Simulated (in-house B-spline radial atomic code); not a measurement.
# Sm⁸⁺: ionisation energy by several methods

Wanted: one ionisation energy, Sm⁸⁺ to configuration [Kr] 4d10 4f4 5s2 5p1, up the ladder of functionals.

Program: in-house B-spline radial atomic code version 1. Level of theory: scalar-relativistic (X2C), several functionals, spin-polarised, exact exchange averaged over the configuration; spherical all-electron atom at the radial basis limit. These are calculated values, not measurements, unless marked.

**1. What is computed**

* element: samarium (Z = 62)
* charge: +8
* electrons: 54
* configuration: [Kr] 4d10 4f4 5s2 5p2
* nucleus: Fermi, rms radius 5.082 fm

The outer shells:

[Kr] 4d10 4f4 5s2 5p2
```
[Kr] core
4d [↑↓][↑↓][↑↓][↑↓][↑↓]
4f [↑ ][↑ ][↑ ][↑ ][  ][  ][  ]
5s [↑↓]
5p [↑ ][↑ ][  ]
```

Where spins are not typed, each open shell is filled with up spins first.

**2. ωB97X**

The run's settings:

```ini
Z = 62
electrons = 54.0
configuration = [Kr] 4d10 4f4 5s2 5p2
hamiltonian = x2c
method = wb97x
spin_polarised = True
nucleus = fermi
rms_radius = 5.0819
mass_number = 152
atomic_mass = 151.919738646
speed_of_light = 137.035999084
exact_exchange = averaged over the configuration
```

The run is started by

```console
> python run_scf.py task.json out
```

task.json lists these runs, among others, and the program works through them in turn.

**3. CAM-B3LYP**

Settings: those of step 2 with these lines changed.

```diff
@@ -4,3 +4,3 @@
 hamiltonian = x2c
-method = wb97x
+method = camb3lyp
 spin_polarised = True
```

**4. B3LYP**

Settings: those of step 3 with these lines changed.

```diff
@@ -4,3 +4,3 @@
 hamiltonian = x2c
-method = camb3lyp
+method = b3lyp
 spin_polarised = True
```

**5. LC-ωPBE**

Settings: those of step 4 with these lines changed.

```diff
@@ -4,3 +4,3 @@
 hamiltonian = x2c
-method = b3lyp
+method = lc_wpbe
 spin_polarised = True
```

**6. B97-1**

Settings: those of step 5 with these lines changed.

```diff
@@ -4,3 +4,3 @@
 hamiltonian = x2c
-method = lc_wpbe
+method = b97_1
 spin_polarised = True
```

**7. TPSSh**

Settings: those of step 6 with these lines changed.

```diff
@@ -4,3 +4,3 @@
 hamiltonian = x2c
-method = b97_1
+method = tpssh
 spin_polarised = True
```

**Question.** The tabulated ionisation energy is 141 ± 7 eV (tabulated theoretical; NIST Atomic Spectra Database). What does each method give, and which comes nearest?

As calculated:

| method | rung | total energy (hartree) | ΔSCF (eV) | −ε highest (eV) | ΔSCF less tabulated (eV) |
| --- | --- | --- | --- | --- | --- |
| B3LYP | global hybrid | -10410.0422 | 133.89 | 124.31 (4f up) | -7.11 |
| B97-1 | global hybrid | -10409.7075 | 133.68 | 124.44 (4f up) | -7.32 |
| TPSSh | global hybrid | -10409.5272 | 133.87 | 122.80 (4f up) | -7.13 |
| ωB97X | range-separated hybrid | -10410.3948 | 133.40 | 127.19 (4f up) | -7.60 |
| CAM-B3LYP | range-separated hybrid | -10410.4793 | 133.88 | 126.30 (4f up) | -7.12 |
| LC-ωPBE | range-separated hybrid | -10409.4960 | 133.87 | 127.13 (4f up) | -7.13 |

What this shows: Against the tabulated ionisation energy, 141 ± 7 eV (tabulated theoretical; NIST Atomic Spectra Database), the best here is B3LYP (-7.11 eV) and the worst ωB97X (-7.60 eV, or 5.4 %). All methods miss on the same side by much the same amount, which points to something that they share. Relativistic terms that these runs lack can be as large as the gaps between close methods, so the nearest may be so by luck. Spin-orbit coupling is left out. Open shells are averaged (over orientations, and over spins where the run is restricted), while tables refer to the lowest levels. ΔSCF removes a 5p electron, which is never the highest level here, so the two columns refer to different electrons.
